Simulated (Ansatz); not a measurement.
# CH4BClS: the cost of one run

Method: RKS BLYP/def2-SVP, in Ansatz 0.2.0.

### Step 1. Starting point

Bond lengths: C1–B2 1.554 Å, B2–S3 1.856 Å, B2–Cl4 1.785 Å, C1–H5 1.063 Å, C1–H6 1.147 Å, C1–H7 1.140 Å, S3–H8 1.370 Å. Angles: C1–B2–S3 118.8°, C1–B2–Cl4 122.4°, S3–B2–Cl4 118.8°, B2–C1–H5 114.7°, B2–C1–H6 110.9°, B2–C1–H7 109.6°, H5–C1–H6 109.1°, H5–C1–H7 108.1°, H6–C1–H7 103.9°, B2–S3–H8 93.9°.

Structure file:

```xyz
8

C     0.0544    0.9935   -0.0416
B    -0.1126   -0.5119   -0.3880
S     1.0739   -1.7349    0.3478
Cl   -1.3698   -1.1004   -1.5101
H     0.8611    1.2106    0.6154
H     0.1656    1.6233   -0.9936
H    -0.9046    1.3841    0.4344
H     0.3242   -1.9213    1.4798
```

### Step 2. Relaxing end A

input.yaml

```yaml
crystal:
  periodic: [false, false, false]
  atoms:
    - { symbol: C, position_ang: [0.0544, 0.9935, -0.0416] }
    - { symbol: B, position_ang: [-0.1126, -0.5119, -0.388] }
    - { symbol: S, position_ang: [1.0739, -1.7349, 0.3478] }
    - { symbol: Cl, position_ang: [-1.3698, -1.1004, -1.5101] }
    - { symbol: H, position_ang: [0.8611, 1.2106, 0.6154] }
    - { symbol: H, position_ang: [0.1656, 1.6233, -0.9936] }
    - { symbol: H, position_ang: [-0.9046, 1.3841, 0.4344] }
    - { symbol: H, position_ang: [0.3242, -1.9213, 1.4798] }
basis:
  gaussian: { orbitals: def2-SVP }
hamiltonian:
  xc: blyp
relax:
  f_tol: 0.015
  max_steps: 40
```

Started as:

```
ansatz run input.yaml --threads 1 --pin off --max-ram 2048MiB --backend cpu --events-out ev --progress --plain --runs-dir out
```

**Question.** How long does this run take on 1 thread of AMD EPYC 9R45 (Zen 5), shared host, and how much memory does it need?

About 16 s, with a peak of 0.16 GiB.
